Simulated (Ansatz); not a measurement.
**BGeH₆NS: how energies converge with the basis set**

One table from this session's results is given with a row withheld; the runs are named, their logs left out.

The runs use Ansatz 0.2.0, Gaussian basis; one geometry, several basis sets.

Plan: PBE0-D4/def2-SVP; ωB97M-V/def2-SVP; PBE0-D4/def2-QZVPP; ωB97M-V/def2-QZVPP; the functionals' def2-TZVPP values are taken from earlier runs.

## The relaxed structure

An earlier PBE0-D4 in a triple-zeta def2 set relaxation fixed the geometry.

SMILES `NB[S][GeH3]`, 10 atoms, charge 0, spin multiplicity 1.

Atoms are counted from 1 here; the program's logs count them from 0.

Bond lengths: N1–B2 1.391 Å, N1–H5 1.006 Å, N1–H6 1.005 Å, B2–S3 1.820 Å, B2–H7 1.197 Å, S3–Ge4 2.222 Å, Ge4–H8 1.535 Å, Ge4–H9 1.536 Å, Ge4–H10 1.536 Å. Angles: B2–N1–H5 123.8°, B2–N1–H6 122.2°, H5–N1–H6 114.1°, N1–B2–S3 119.8°, N1–B2–H7 119.2°, S3–B2–H7 121.0°, B2–S3–Ge4 98.9°, S3–Ge4–H8 106.1°, S3–Ge4–H9 110.0°, S3–Ge4–H10 110.0°, H8–Ge4–H9 110.4°, H8–Ge4–H10 110.4°, H9–Ge4–H10 110.0°.

Set-up of the first run:

Contents of in.yaml:

```yaml
crystal:
  periodic: [false, false, false]
  atoms:
    - {symbol: N, position_ang: [-0.925400, 1.809469, -1.198020]}
    - {symbol: B, position_ang: [-0.286619, 0.873141, -0.392499]}
    - {symbol: S, position_ang: [-0.581509, -0.902404, -0.660288]}
    - {symbol: Ge, position_ang: [0.729046, -1.713993, 0.939730]}
    - {symbol: H, position_ang: [-1.558723, 1.568511, -1.941664]}
    - {symbol: H, position_ang: [-0.788175, 2.797822, -1.080971]}
    - {symbol: H, position_ang: [0.451854, 1.252076, 0.469960]}
    - {symbol: H, position_ang: [0.603726, -3.241779, 0.858442]}
    - {symbol: H, position_ang: [0.255792, -1.211059, 2.311792]}
    - {symbol: H, position_ang: [2.183207, -1.283084, 0.696418]}
basis:
  gaussian: {orbitals: def2-SVP}
hamiltonian: {xc: pbe0, dispersion: d4}
output: {orbitals: {seedname: orbitals}}
```

Steps of the session up to this table: PBE0-D4 in def2-SVP; ωB97M-V in def2-SVP; PBE0-D4 in def2-QZVPP; ωB97M-V in def2-QZVPP.

One of the session's tables, all rows but one given; the rest of the session is left out.

It belongs to the step «Functionals by basis». 

```
functional       basis  HOMO (eV)  LUMO (eV)
   PBE0-D4    def2-SVP      -6.92       0.44
   PBE0-D4  def2-TZVPP      -7.06       0.11
   PBE0-D4  def2-QZVPP      -7.08      -0.14
   ωB97M-V    def2-SVP          ?          ?
   ωB97M-V  def2-TZVPP      -9.19       1.84
   ωB97M-V  def2-QZVPP      -9.22       1.32
```

**Question.** Estimate the row for ωB97M-V, def2-SVP.

**Answer.** HOMO (eV): -9.01; LUMO (eV): 2.38. In the column «HOMO (eV)» it lies between ωB97M-V, def2-TZVPP (-9.19) and PBE0-D4, def2-QZVPP (-7.08).
